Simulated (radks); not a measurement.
# Polarisabilities and dispersion coefficients of Ar, K⁺, Ca²⁺ and others

An exercise on one series of results from a longer session: the logs are not shown, and one member is left open.

The numbers are computed with radks (a radial shooting solver on a logarithmic mesh, Libxc functionals) version 1 (scalar-relativistic Kohn-Sham, LB94 model potential, spin-unpolarised, spherical densities, finite nucleus), except any that are marked as measured or tabulated.

## What is computed

| Quantity | Value |
| --- | --- |
| species | Ar ([Ar]), K⁺ ([Ar]), Ca²⁺ ([Ar]), Sc³⁺ ([Ar]), Ti⁴⁺ ([Ar]), V⁵⁺ ([Ar]), Cr⁶⁺ ([Ar]), Mn⁷⁺ ([Ar]), Fe⁸⁺ ([Ar]) |

LB94 adds a gradient term to the LDA potential that gives it a −1/r tail. It is a model potential with no energy functional, so Etot and Exc are not given.

The first run:

Settings of this run:

```text
Z 18
configuration [Ar]
relativity scalar-relativistic
functional lda,pw
model_potential LB94
spin unpolarised
nucleus finite rms 3.4274 fm
c 137.035999084
response adiabatic LDA kernel
```

Steps of the session up to this table: Ar, [Ar]; K⁺, [Ar]; Ca²⁺, [Ar]; Sc³⁺, [Ar]; Ti⁴⁺, [Ar]; V⁵⁺, [Ar]; Cr⁶⁺, [Ar]; Mn⁷⁺, [Ar]; Fe⁸⁺, [Ar].

One table of the session follows, with a row left open; its other results are not shown here.

| species | −ε(HOMO) (eV) | α (bohr³) | α uncoupled (bohr³) | C6 (hartree bohr⁶) | C8 (hartree bohr⁸) |
| --- | --- | --- | --- | --- | --- |
| Ar | 15.736 | 11.45 | 17.38 | 67.03 | 1729 |
| K⁺ | 31.329 | 5.741 | 8.918 | 24.79 | 430.8 |
| Ca²⁺ | 50.372 | 3.392 | 5.338 | 11.34 | 145.4 |
| Sc³⁺ | 72.729 | 2.204 | 3.496 | 5.894 | 58.66 |
| Ti⁴⁺ | 98.323 | 1.525 | 2.432 | 3.345 | 26.71 |
| V⁵⁺ | ? | ? | ? | ? | ? |
| Cr⁶⁺ | 159.05 | 0.8285 | 1.327 | 1.288 | 7.082 |
| Mn⁷⁺ | 194.13 | 0.6384 | 1.023 | 0.8528 | 3.985 |
| Fe⁸⁺ | 232.33 | 0.5029 | 0.8055 | 0.5834 | 2.346 |

Estimate the missing values for V⁵⁺.

As computed: −ε(HOMO) (eV): 127.11; α (bohr³): 1.105; α uncoupled (bohr³): 1.766; C6 (hartree bohr⁶): 2.025; C8 (hartree bohr⁸): 13.29. In the column «−ε(HOMO) (eV)» it lies between Ti⁴⁺ (98.323) and Cr⁶⁺ (159.05).

C8 is given only where no p, d or f shell is open.
